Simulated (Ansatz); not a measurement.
**CF₂GaNO: a ladder of functionals and wavefunction methods**

The task here is to estimate one member of a computed series from the others.

Method: functionals in def2-TZVPP, the program's frozen cores in correlated methods; program: Ansatz 0.2.0, Gaussian basis.

The runs, in order: LDA (SPW92), PBE-D4, revPBE-D4, BLYP-D4, r2SCAN-D4, B97M-V, PBE0-D4, B3LYP-D4, r2SCANh-D4, r2SCAN0-D4, HSE06-D4, BHLYP-D4, CAM-B3LYP-D4, LC-ωPBE, ωB97X-V, ωB97M-V, B2PLYP, PBE-QIDH; CCSD(T)/def2-SVP; CCSD(T)/def2-TZVPP; MP2/def2-QZVPP; extrapolation to the limit; RPA on PBE.

## The geometry

The geometry comes from an earlier relaxation with PBE0-D4 in a triple-zeta def2 set; it is a stationary point.

SMILES `O=C=[N][Ga]([F])[F]`, 6 atoms, charge 0, spin multiplicity 1.

Atoms are counted from 1 here; the program's logs count them from 0.

Bond lengths: O1–C2 1.160 Å, C2–N3 1.206 Å, N3–Ga4 1.797 Å, Ga4–F5 1.730 Å, Ga4–F6 1.725 Å. Angles: O1–C2–N3 175.9°, C2–N3–Ga4 140.3°, N3–Ga4–F5 122.6°, N3–Ga4–F6 120.2°, F5–Ga4–F6 117.2°.

The first run:

File in.yaml:

```yaml
crystal:
  periodic: [false, false, false]
  atoms:
    - {symbol: O, position_ang: [2.042327, -1.865670, 0.595606]}
    - {symbol: C, position_ang: [1.075787, -1.226696, 0.539527]}
    - {symbol: N, position_ang: [0.039389, -0.610747, 0.545518]}
    - {symbol: Ga, position_ang: [-0.761756, 0.757714, -0.299964]}
    - {symbol: F, position_ang: [0.001075, 1.638780, -1.578866]}
    - {symbol: F, position_ang: [-2.354722, 1.242617, 0.152081]}
basis:
  gaussian: {orbitals: def2-TZVPP}
hamiltonian: {xc: lda}
output: {orbitals: {seedname: orbitals}}
```

Steps of the session up to this table: LDA; PBE-D4 (GGA); revPBE-D4 (GGA); BLYP-D4 (GGA); r2SCAN-D4 (meta-GGA); B97M-V (meta-GGA); PBE0-D4 (hybrid); B3LYP-D4 (hybrid); r2SCANh-D4 (hybrid); r2SCAN0-D4 (hybrid); HSE06-D4 (hybrid); BHLYP-D4 (hybrid); CAM-B3LYP-D4 (range-separated); LC-ωPBE-D4 (range-separated; the results give it without D4); ωB97X-V (range-separated); ωB97M-V (range-separated); B2PLYP (double hybrid); PBE-QIDH (double hybrid).

One of the session's tables, all rows but one given; the rest of the session is left out.

It belongs to the step «Frontier levels by functional». 

```
  functional  HOMO (eV)  LUMO (eV)  gap (eV)
 LDA (SPW92)      -8.35      -3.29      5.07
      PBE-D4      -8.07      -2.93      5.14
   revPBE-D4      -7.97      -2.77      5.20
     BLYP-D4      -7.95      -2.95      5.00
   r2SCAN-D4      -8.40      -2.61      5.80
      B97M-V      -8.39      -2.80      5.59
     PBE0-D4      -9.52      -1.93      7.58
    B3LYP-D4          ?          ?         ?
  r2SCANh-D4      -8.94      -2.26      6.69
  r2SCAN0-D4      -9.76      -1.74      8.02
    HSE06-D4      -9.11      -2.31      6.80
    BHLYP-D4     -10.87      -1.08      9.78
CAM-B3LYP-D4     -10.92      -1.01      9.91
     LC-ωPBE     -12.23       0.47     12.70
     ωB97X-V     -11.86       0.26     12.12
     ωB97M-V     -11.77       0.03     11.79
```

**Question.** Estimate the row for B3LYP-D4.

Worked estimate for «HOMO (eV)». Against the share of exact exchange, BLYP-D4 (0, -7.95), BHLYP-D4 (0.5, -10.87) give a slope of -5.84 per unit share; at 0.2 the line stands at -9.12.

**Answer.** HOMO (eV): -9.27; LUMO (eV): -2.34; gap (eV): 6.93. In «HOMO (eV)» the line misses by +0.15.
